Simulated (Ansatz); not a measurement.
# SiGeHO (doublet): wave-function methods side by side, cc-pVDZ

The task here is to estimate one member of a computed series from the others.

Program: Ansatz 0.2.0, Gaussian basis. Level of theory: cc-pVDZ, core rule «outside noble gas», up to 20 orbitals frozen. These are calculated values, not measurements.

The runs, in order: UHF; CCSD(T) on ROHF; CCSD(T) on UHF; BCCD(T) on ROHF; CISD; CCSDT(Q) on ROHF; CCSDT(Q) on UHF; CASSCF and MRCISD+Q, 9 electrons in 9 orbitals; CASSCF and NEVPT2, 9 electrons in 9 orbitals.

30 further runs of the same task are left out: 19 that didn't finish, 11 set aside as unsound or not needed.

## The system

The geometry is a PBE0/def2-TZVP stationary point (not a proven minimum). No spin-orbit coupling is included. The filled d shell of Ge may be among the frozen orbitals whatever the setting's name suggests; the logs give the count.

4 atoms, charge 0, spin multiplicity 2.

Atoms are counted from 1 here; the program's logs count them from 0.

Bond lengths: O1–Ge2 2.062 Å, O1–Si3 1.591 Å, Ge2–Si3 2.368 Å, Ge2–H4 1.554 Å. Angles: Ge2–O1–Si3 79.7°, O1–Ge2–Si3 41.4°, O1–Ge2–H4 92.1°, Si3–Ge2–H4 133.5°, O1–Si3–Ge2 58.9°.

The first run:

in.yaml reads:

```yaml
crystal:
  periodic: [false, false, false]
  atoms:
    - {symbol: O, position_ang: [0.000000, -1.068031, -0.912929]}
    - {symbol: Ge, position_ang: [0.000000, 0.103335, 0.783661]}
    - {symbol: Si, position_ang: [0.000000, 0.382114, -1.568288]}
    - {symbol: H, position_ang: [0.000000, -1.141224, 1.713723]}
basis:
  gaussian: {orbitals: cc-pVDZ}
magnetization: {spin_polarized: true, initial_magnetization: 1}
hamiltonian: {xc: hf}
output: {orbitals: {seedname: orbitals}}
```

Launch:

```bash
$ ansatz run in.yaml --threads 1 --pin off --events-out ev --progress --plain --max-ram 2393MiB
```

Among the steps run: UHF; CCSD(T) on ROHF; CCSD(T) on UHF; BCCD(T) on ROHF; CISD; CCSDT(Q) on ROHF; CCSDT(Q) on UHF; CASSCF and MRCISD+Q, 9 electrons in 9 orbitals; CASSCF and NEVPT2, 9 electrons in 9 orbitals.

One table of the session follows, with a row left open; its other results are not shown here.

| method | from UCCSDT(Q) (kJ/mol) |
| --- | --- |
| ROHF | +1032.6 |
| UHF | +1019.5 |
| RMP2 | +111.1 |
| UMP2 | +115.3 |
| RCCSD | +51.3 |
| UCCSD | +50.9 |
| RCCSD(T) | +9.2 |
| UCCSD(T) | +9.2 |
| BCCD(T) | +8.4 |
| RCCSDT | +5.4 |
| UCCSDT | +5.2 |
| RCCSDT(Q) | ? |
| UCCSDT(Q) | 0 |

Q: Estimate the row for RCCSDT(Q) from the others.

**Answer.** from UCCSDT(Q) (kJ/mol): +1.2. In the column «from UCCSDT(Q) (kJ/mol)» it lies between UCCSDT(Q) (0) and UCCSDT (+5.2).

Not comparable, so not listed: CISD (they don't share determinant, frozen orbitals or solution with the rows shown, or repeat one).

Limits of these values: Left out of the table: CASSCF frontier, NEVPT2 frontier, MRCISD frontier, MRCISD+Q frontier (the active space lost an orbital or holds another state than full CI finds). Restricted and unrestricted rows rest on different reference determinants; where their highest levels disagree by more than a few hundredths of an eV, they describe different states and don't form one ladder. Warnings in the runs' records: passed over end.
